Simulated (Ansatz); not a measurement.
# PIr (zincblende type): how the settings move a single-point run

How sensitive is a single-point run of PIr (zincblende type) to its settings? A reference run comes first, then one run with altered input.

Computed with Ansatz 0.2.0 (reference: DFT, LDA, PAW with Ansatz's default frozen-core files, scalar-relativistic, unless a step's input says otherwise).

**1. The system as given**

The structure is cubic, space group F-43m (No. 216). The conventional cell has a = 3.810 Å, b = 3.810 Å, c = 3.810 Å, α = 90.00°, β = 90.00°, γ = 90.00°. Ir (site symmetry -43m) has 4 P at 1.65 Å in its first shell of neighbours. Around P (site symmetry -43m) lie 4 Ir at 1.65 Å.

As a file:

```cif
data_structure
_symmetry_space_group_name_H-M 'P 1'
_symmetry_Int_Tables_number 1
_cell_length_a 2.6943
_cell_length_b 2.6943
_cell_length_c 2.6943
_cell_angle_alpha 60.000
_cell_angle_beta 60.000
_cell_angle_gamma 60.000
_cell_volume 13.83
loop_
_atom_site_label
_atom_site_type_symbol
_atom_site_fract_x
_atom_site_fract_y
_atom_site_fract_z
_atom_site_occupancy
Ir1 Ir 0.00000 0.00000 0.00000 1
P1 P 0.25000 0.25000 0.25000 1
```

**2. The reference run**

Contents of input.yaml:

```yaml
crystal:
  lattice:
    - [0.0, 1.9051246022, 1.9051246022]
    - [1.9051246022, 0.0, 1.9051246022]
    - [1.9051246022, 1.9051246022, 0.0]
  atoms:
    - { symbol: Ir, position: [0.0, 0.0, 0.0] }
    - { symbol: P, position: [0.25, 0.25, 0.25] }
kpoints:
  mp_grid: { grid: [12, 12, 12] }
  band_path:
    path:
      - [0.0, 0.0, 0.0]
      - [-0.5, -0.5, 0.0]
      - [-0.375, -0.375, 0.25]
      - [-0.375, 0.0, 0.375]
      - [0.0, 0.0, 0.0]
      - [0.0, 0.0, 0.5]
      - [-0.5, -0.25, 0.25]
      - [-0.5, -0.5, 0.0]
    npoints: 8
scf:
  occupations: { method: fermi_dirac, width: 0.05 }
hamiltonian:
  xc: lda
  pseudopotentials: { kind: paw }
output:
  forces: true
  stress: true
  eigenvalues: true
  populations: true
  dos: { projected: true, de: 0.2, e_range: [-14, 8] }
```

Launch:

```bash
> ansatz run input.yaml --threads 1 --pin off --max-ram 2048MiB --backend cpu --events-out ev --progress --plain --runs-dir out
```

**3. Changing settings: occupations.method tetrahedron_uncorrected, width left out**

Changes to input.yaml since step 2:

```diff
@@ -22,3 +22,3 @@
 scf:
-  occupations: { method: fermi_dirac, width: 0.05 }
+  occupations: { method: tetrahedron_uncorrected }
 hamiltonian:
@@ -31,2 +31 @@
   populations: true
-  dos: { projected: true, de: 0.2, e_range: [-14, 8] }
```

Q: Predict the outcome of this session. Wanted: for each run, ending; energy change; pressure; gap; force.

The runs gave:

```csv
run,ending,energy change,pressure (GPa),gap (eV),force (eV/Å),cycles,time
reference,converged,0,1236.8,0.00,0.00,6,4.1 s
"1: occupations.method tetrahedron_uncorrected, width left out",converged,+55.3 meV/atom (σ→0),1236.1,0.00,0.00,6,3.5 s
```

Times don't compare one to one where runs were asked for different outputs or read a saved state (see the inputs); cycles may leave out searches for a lower state.

Residual by cycle in the longest SCF loop of each run; runs are numbered as in the table. The quantity is the density residual dr2, in eV.

```csv
cycle,reference,run 1
1,0.27,0.272
2,0.0793,0.0785
3,0.00558,0.00569
4,5.5e-5,5.2e-5
5,4.2e-7,4.2e-7
6,5.8e-9,7.0e-9
```

Changing the smearing moves the energy by +55.3 meV/atom (σ→0 values), and the pressure goes from 1236.8 to 1236.1 GPa. The structure is not at rest: the sound run finds 1237 GPa, so these are no properties of the relaxed crystal. The reference leaves spin out although Ir can carry a moment, so its state need not be the lowest.

At pressures up to 1237 GPa the PAW spheres may overlap and frozen cores may not hold, so those PAW values are rough without an all-electron check.
